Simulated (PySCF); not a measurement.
# C₆H₄S₂: magnetic properties

What do calculations give for the magnetic properties of C₆H₄S₂ (`C#Cc1ccc(S)s1`)?

Computed with PySCF 2.14.0 and routines of our own; the level stands in each step. Atoms count from 0.

### Step 1. The starting structure

12 atoms, charge 0, multiplicity 1; geometry from: GFN2-xTB.

### Step 2. Magnetic properties: GIAO CAM-B3LYP/pcSseg-1

What the job is given:

```
{"job": {"kind": "mag", "xc": "CAM-B3LYP", "basis": "pcSseg-1", "isotopologues": 2}, "charge": 0, "multiplicity": 1}
C     -3.250010     0.984901     0.070979
C     -2.113643     0.591919     0.058616
C     -0.784844     0.162892     0.036977
C     -0.286664    -1.071695     0.351491
C      1.110498    -1.161670     0.219746
C      1.673444     0.009812    -0.195634
S      3.383910     0.290047    -0.474484
S      0.492403     1.257158    -0.434749
H     -4.247557     1.307262     0.088582
H     -0.911790    -1.887523     0.666520
H      1.681732    -2.049310     0.421003
H      3.253720     1.565521    -0.835075
```

Method: GIAO CAM-B3LYP/pcSseg-1 magnetisability, rotational g tensor and spin-rotation constants, non-relativistic, gas phase.

Started as:

```
OMP_NUM_THREADS=1 python excited_run.py task.json out
```

This one command runs all jobs of the session in turn.

Standard output:

```text
coarse grid: 12248 points
cycle   1  E = -1027.0529302978  dE =  1.745e+00  |g| = 4.019e-01  |ddm| = 3.920e+00
cycle   2  E = -1027.0619938759  dE = -9.064e-03  |g| = 4.032e-01  |ddm| = 9.662e-01
cycle   3  E = -1027.0997167360  dE = -3.772e-02  |g| = 8.378e-02  |ddm| = 4.749e-01
cycle   4  E = -1027.1014174741  dE = -1.701e-03  |g| = 3.219e-02  |ddm| = 1.142e-01
cycle   5  E = -1027.1016642099  dE = -2.467e-04  |g| = 9.040e-03  |ddm| = 3.787e-02
cycle   6  E = -1027.1016827586  dE = -1.855e-05  |g| = 3.607e-03  |ddm| = 1.291e-02
cycle   7  E = -1027.1016860329  dE = -3.274e-06  |g| = 1.344e-03  |ddm| = 4.159e-03
final grid: 112232 points
cycle   8  E = -1027.1678343811  dE = -1.861e-05  |g| = 2.880e-03  |ddm| = 2.765e-02
cycle   9  E = -1027.1678334446  dE =  9.365e-07  |g| = 3.518e-03  |ddm| = 6.299e-03
cycle  10  E = -1027.1678363236  dE = -2.879e-06  |g| = 7.123e-04  |ddm| = 3.425e-03
cycle  11  E = -1027.1678364442  dE = -1.205e-07  |g| = 1.839e-04  |ddm| = 7.838e-04
cycle  12  E = -1027.1678364522  dE = -8.014e-09  |g| = 7.461e-05  |ddm| = 2.855e-04
cycle  13  E = -1027.1678364537  dE = -1.476e-09  |g| = 1.953e-05  |ddm| = 1.252e-04
cycle  14  E = -1027.1678364538  dE = -1.273e-10  |g| = 7.321e-06  |ddm| = 2.844e-05
converged SCF energy = -1027.1678364538

Magnetisability tensor (1e-30 J/T^2)
    -1384.79      -40.72      -31.94
      -40.72    -1226.15     -159.83
      -31.94     -159.83    -1723.12
isotropic -1444.69   principal values   -1774.66  -1384.59  -1174.82
isotropic susceptibility -87.001 1e-6 cm^3/mol

Inertial axes            a          b          c
rot. const./GHz      4.8664     0.8337     0.7118
chi total           -82.914    -71.217   -106.872
chi diamagnetic    -356.943  -1465.348  -1705.638
chi paramagnetic    274.030   1394.130   1598.765
quadrupole/D A        5.299      5.708    -11.007
g nuclear            0.5719     0.5320     0.5378
g electronic        -0.6265    -0.5460    -0.5346
g total             -0.0546    -0.0140     0.0032

Spin-rotation constants (kHz, H = +C I.J)
atom  isotope        aa         bb         cc
  8     1H        0.150     -0.089     -0.083
  9     1H       -0.150      0.034     -0.080
 10     1H       -0.156      0.028     -0.081
 11     1H       -0.554      0.038     -0.086
  0    13C*       0.684      0.238      0.242
  1    13C*      -0.004      0.293      0.260
  2    13C*       2.251      0.268      0.124
  3    13C*       2.172      0.331      0.115
  4    13C*       2.000      0.311      0.110
  5    13C*       2.444      0.307      0.127
  6    33S*       1.024      0.240      0.179
  7    33S*       1.678      0.407      0.250
* in the singly substituted isotopologue

Isotopologues: g along a, b, c
2H    at 8,9,10,11         -0.0481    -0.0133     0.0030
13C   at 0                 -0.0546    -0.0137     0.0032
```

Wall time 32 s (1 thread of Arm Neoverse V2, shared host); peak memory 0.88 GiB.

Key values:

```csv
quantity,value
magnetisability,-1445·10⁻³⁰ J/T²
molar susceptibility,-87.0·10⁻⁶ cm³/mol
"rotational g (a, b, c)","-0.0546, -0.0140, 0.0032"
```

Orbitals, density, ELF and potential are computed afterwards from the orbital file.

Frontier orbitals at CAM-B3LYP/pcSseg-1, with the share of their density that lies nearest to each atom:

```csv
orbital,energy (eV),lies on
HOMO,-7.28,"S6 24 %; C2, C5 about 17 % each; C0 13 %"
LUMO,-0.24,"C2, C5 about 18 % each; S7 15 %; C0, C3 about 12 % each"
```

ELF in a plane through or near 12 of the atoms.

Ten even steps from '0' (0.00) to '9' (1.00):
```
0000000000000000000000000000
0000000000000000000000000000
0000000000000000000000000000
0000000003300047500000000000
0000000049950099960000000000
0000000089981299960000000000
0000000049985599910000000000
0000000004577685101431000000
0000144202726658325663100000
0000378634782174576875420000
0001597238914362867718996000
0001482518486296763579999000
0000264224473655258759998000
0000016994052364015655762000
0000017996059984003431000000
0000006992038862000000000000
0000001660014430000000000000
0000000000000000000000000000
0000000000000000000000000000
0000000000000000000000000000
```
The map spans 13.9 Å across and 9.4 Å up, centred on the molecule. Atoms in the plane (x, y in Å): C0 (3.3, -0.6), C1 (2.2, -0.3), C2 (0.8, -0.1), C3 (0.2, 1.2), C4 (-1.2, 1.1), C5 (-1.7, -0.2), S6 (-3.4, -0.7), S7 (-0.4, -1.4), H8 (4.4, -0.8), H9 (0.7, 2.1), H10 (-1.9, 1.9), H11 (-3.1, -2.0).

log10 of the density (e/Å³) in the same plane.

Ten even steps from ' ' (-4.0) to '@' (2.3):
```
                                                        
                                                        
                  ..........::::....                    
              ....::--::::::------::..                  
              ..::======----======--..                  
            ..::--++**++==++****++==::....              
          ....::==++****++******++==::::::....          
      ..::::------++**%%****@@**++====------::..        
      ::::--======++**##********++++++======--::..      
    ..::--==++++++++****++++**##********++++==--::..    
    ..--==++**##****%%**++++**##****%%**##**++==--..    
    ..--==++**@@##**********************%%****++--..    
    ..::--++**##**++++**##@@**++++++**********==--..    
      ::--==++****++==++**##**++==============--::..    
      ..::--==****====++****++==--------------::..      
        ..::--====------======--::::::::::::....        
          ..::----::::--------::..........              
            ..::......::::::::..                        
                                                        
                                                        
```
The map spans 13.9 Å across and 9.4 Å up, centred on the molecule. Atoms in the plane (x, y in Å): C0 (3.3, -0.6), C1 (2.2, -0.3), C2 (0.8, -0.1), C3 (0.2, 1.2), C4 (-1.2, 1.1), C5 (-1.7, -0.2), S6 (-3.4, -0.7), S7 (-0.4, -1.4), H8 (4.4, -0.8), H9 (0.7, 2.1), H10 (-1.9, 1.9), H11 (-3.1, -2.0).

On the surface of density 0.002 e/bohr³ the electrostatic potential runs, from the 1st to the 99th percentile, from -0.74 V near C0 to 1.55 V near H11.

### Step 3. Magnetic properties: GIAO OLYP/pcSseg-0

The job, as its differences from that of step 2:

```diff
@@ -1,2 +1,2 @@
-{"job": {"kind": "mag", "xc": "CAM-B3LYP", "basis": "pcSseg-1", "isotopologues": 2}, "charge": 0, "multiplicity": 1}
+{"job": {"kind": "mag", "xc": "OLYP", "basis": "pcSseg-0", "scf": {"aux": "def2-universal-jkfit"}}, "charge": 0, "multiplicity": 1}
 C     -3.250010     0.984901     0.070979
```

Method: GIAO OLYP/pcSseg-0 magnetisability, rotational g tensor and spin-rotation constants, non-relativistic, gas phase.

Standard output:

```text
final grid: 112232 points
cycle   1  E = -1025.7956310337  dE =  1.215e+00  |g| = 4.013e-01  |ddm| = 4.687e+00
cycle   2  E = -1025.6734624300  dE =  1.222e-01  |g| = 7.355e-01  |ddm| = 1.809e+00
cycle   3  E = -1025.8346180368  dE = -1.612e-01  |g| = 1.809e-01  |ddm| = 1.368e+00
cycle   4  E = -1025.8442766816  dE = -9.659e-03  |g| = 4.447e-02  |ddm| = 2.855e-01
cycle   5  E = -1025.8445593105  dE = -2.826e-04  |g| = 3.162e-02  |ddm| = 1.230e-01
cycle   6  E = -1025.8448710441  dE = -3.117e-04  |g| = 8.302e-03  |ddm| = 5.633e-02
cycle   7  E = -1025.8448931445  dE = -2.210e-05  |g| = 2.131e-03  |ddm| = 1.361e-02
cycle   8  E = -1025.8448936840  dE = -5.394e-07  |g| = 1.651e-03  |ddm| = 3.677e-03
cycle   9  E = -1025.8448943484  dE = -6.644e-07  |g| = 4.043e-04  |ddm| = 1.832e-03
cycle  10  E = -1025.8448943914  dE = -4.300e-08  |g| = 4.483e-05  |ddm| = 5.867e-04
cycle  11  E = -1025.8448943920  dE = -5.939e-10  |g| = 2.358e-05  |ddm| = 1.678e-04
converged SCF energy = -1025.8448943920

Magnetisability tensor (1e-30 J/T^2)
    -1421.41      -34.34      -33.92
      -34.34    -1322.02     -143.03
      -33.92     -143.03    -1764.86
isotropic -1502.76   principal values   -1811.63  -1420.66  -1276.01
isotropic susceptibility -90.499 1e-6 cm^3/mol

Inertial axes            a          b          c
rot. const./GHz      4.8664     0.8337     0.7118
chi total           -85.167    -77.230   -109.099
chi diamagnetic    -356.995  -1465.299  -1706.228
chi paramagnetic    271.828   1388.069   1597.129
quadrupole/D A        5.052      5.289    -10.341
g nuclear            0.5719     0.5320     0.5378
g electronic        -0.6215    -0.5436    -0.5340
g total             -0.0496    -0.0117     0.0038

Spin-rotation constants (kHz, H = +C I.J)
atom  isotope        aa         bb         cc
  8     1H        0.144     -0.098     -0.091
  9     1H       -0.216      0.026     -0.091
 10     1H       -0.224      0.018     -0.092
 11     1H       -0.643      0.025     -0.096
  0    13C*       0.723      0.224      0.226
  1    13C*       0.116      0.276      0.240
  2    13C*       2.024      0.259      0.118
  3    13C*       1.987      0.313      0.113
  4    13C*       1.814      0.295      0.106
  5    13C*       2.199      0.288      0.120
  6    33S*       0.962      0.239      0.169
  7    33S*       1.660      0.352      0.235
* in the singly substituted isotopologue
```

It took 8.9 s on 1 thread of Arm Neoverse V2, shared host; peak memory 0.56 GiB.

From this job:

```csv
quantity,value
magnetisability,-1503·10⁻³⁰ J/T²
molar susceptibility,-90.5·10⁻⁶ cm³/mol
"rotational g (a, b, c)","-0.0496, -0.0117, 0.0038"
```

### Step 4. The levels compared

| level | ξ (10⁻³⁰ J/T²) | g(a) | g(b) | gap (eV) | functions | time |
| --- | --- | --- | --- | --- | --- | --- |
| GIAO CAM-B3LYP/pcSseg-1 | -1445 | -0.0546 | -0.0140 | 7.03 | 170 | 32 s |
| GIAO OLYP/pcSseg-0 | -1503 | -0.0496 | -0.0117 | 3.31 | 88 | 8.9 s |

### Step 5. Summary of results

```
                                                quantity                      value
       magnetisability (step 2, GIAO CAM-B3LYP/pcSseg-1)           -1445·10⁻³⁰ J/T²
  molar susceptibility (step 2, GIAO CAM-B3LYP/pcSseg-1)         -87.0·10⁻⁶ cm³/mol
rotational g (a, b, c) (step 2, GIAO CAM-B3LYP/pcSseg-1)   -0.0546, -0.0140, 0.0032
                   surface potential, 1st and 99th percentile         -0.74 V and 1.55 V
                         magnetisability over the levels  -1503 to -1445·10⁻³⁰ J/T²
```

**Reading.** The magnetisability spreads by 3.9 % over 2 levels, from GIAO OLYP/pcSseg-0 (8.9 s) to GIAO CAM-B3LYP/pcSseg-1 (32 s); the runs took 8.9 s to 32 s. Two levels can agree by chance, so this spread shows no convergence. Vibrational averaging and real surroundings are missing from these values.
